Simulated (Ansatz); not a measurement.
# InH2O (SMILES [OH][InH]) at UPBE0/STO-3G

What is the electronic atomisation energy of InH2O at UPBE0/STO-3G? 

The calculation is run with Ansatz 0.2.0.

46 further runs of the same task are left out: 8 that didn't finish, 38 set aside as unsound or not needed.

### Step 1. The structure to begin with

InH2O: 4 atoms, total charge 0, spin state doublet. As SMILES, `[OH][InH]`. Geometry: relaxed at PBE0-D4/def2-TZVP.

Bond lengths: O1–In2 2.003 Å, O1–H3 0.960 Å, In2–H4 1.767 Å. Angles: O1–In2–H4 113.8°, In2–O1–H3 115.0°.

### Step 2. The energy at UPBE0/STO-3G

File input.yaml:

```yaml
crystal:
  periodic: [false, false, false]
  atoms:
    - {symbol: O, position_ang: [-0.298400, -1.020600, 0.295000]}
    - {symbol: In, position_ang: [0.563900, 0.746600, -0.088500]}
    - {symbol: H, position_ang: [0.236800, -1.629400, 0.809100]}
    - {symbol: H, position_ang: [-0.446700, 1.843000, -1.036000]}
basis:
  gaussian:
    orbitals: STO-3G
magnetization:
  spin_polarized: true
  initial_magnetization: 1
hamiltonian:
  xc: {name: PBE0}
accuracy: high
```

Launch:

```console
$ ansatz run input.yaml --threads 1 --pin off --max-ram 2610MiB --events-out events.jsonl --progress --plain --runs-dir runs
```

Log:

```text
Warning: RAYON_NUM_THREADS=1 ignored (pool sized by the plan → 1); use --threads N
Functional definition: PBE0
  name "PBE0"
  parameter a = 0.25
  parameter kappa = 0.804
  parameter beta = 0.06672455060314922
  exchange = (1 - a)*pbe_x(kappa = kappa, mu = beta*pi^2/3) + a*exact_x
  correlation = pbe_c(beta = beta)
617 factors; integrals over basis functions are off by at most 3.9e-9 eV
mean field evaluation 1: about -156730.4969 eV, gradient 1.6e1 eV
mean field evaluation 2: about -156708.3855 eV, gradient 6.5e1 eV
mean field evaluation 4: about -156732.6011 eV, gradient 9.3e-1 eV
mean field evaluation 8: about -156732.5885 eV, gradient 1.6e-2 eV
mean field evaluation 16: about -156732.5885 eV, gradient 1.2e-5 eV
mean field -156732.58847023 eV, -5759.8163891168 hartree, gradient 3.8e-8 eV, S^2 0.753500; 0 other end points of the search recorded, 0 dependent functions left out
reference -156732.58847169 eV, -5759.8163891706 hartree; 30, 29 occupied and 4, 5 virtual orbitals, 617 factors
Total energy: -156732.58847169 eV, -5759.8163891706 hartree
```

Run time: 2.8 s. Hardware: 1 thread of Arm Neoverse V2, shared host; peak memory 0.16 GiB.

### Step 3. The H atom

File job.yaml:

```yaml
crystal:
  periodic: [false, false, false]
  atoms:
    - {symbol: H, position_ang: [0.000000, 0.000000, 0.000000]}
basis:
  gaussian: {orbitals: STO-3G}
hamiltonian: {xc: {name: PBE0}}
magnetization: {spin_polarized: true, initial_magnetization: 1}
accuracy: high
```

Run the same way, it converges to -0.46651 Eh (log not shown).

### Step 4. The In atom at the same level

File in.yaml:

```yaml
crystal:
  periodic: [false, false, false]
  atoms:
    - {symbol: In, position_ang: [0.000000, 0.000000, 0.000000]}
basis:
  gaussian: {orbitals: STO-3G}
accuracy: high
hamiltonian: {xc: pbe0}
magnetization: {spin_polarized: true, initial_magnetization: 1}
```

Run the same way, it converges to -5684.44677 Eh (log not shown).

### Step 5. The O atom at the same level

File input.yaml:

```yaml
crystal:
  periodic: [false, false, false]
  atoms:
    - symbol: O
      position_ang: [0.000000, 0.000000, 0.000000]
basis:
  gaussian:
    orbitals: STO-3G
hamiltonian:
  xc: {name: PBE0}
magnetization:
  spin_polarized: true
  initial_magnetization: 2
accuracy: high
```

Run the same way, it converges to -73.97643 Eh (log not shown).

### Step 6. Outcome

At UPBE0/STO-3G:

| quantity | value |
| --- | --- |
| molecule: total energy | -5759.81639 Eh |
| molecule: ⟨S²⟩ | 0.754 |
| H atom: total energy | -0.46651 Eh |
| H atom: ⟨S²⟩ | 0.750 |
| In atom: total energy | -5684.44677 Eh |
| In atom: ⟨S²⟩ | 0.750 |
| O atom: total energy | -73.97643 Eh |
| O atom: ⟨S²⟩ | 2.000 |
| electronic atomisation energy | 12.522 eV |

Taking the molecule apart into free atoms costs 12.52 eV (289 kcal/mol), before zero-point energy and without spin-orbit coupling. In a minimal basis such a difference can be off by several eV, whatever the method. Relativity is left out (molecule) although the molecule holds a heavy atom. Relativity is left out (In atom) although the molecule holds a heavy atom.
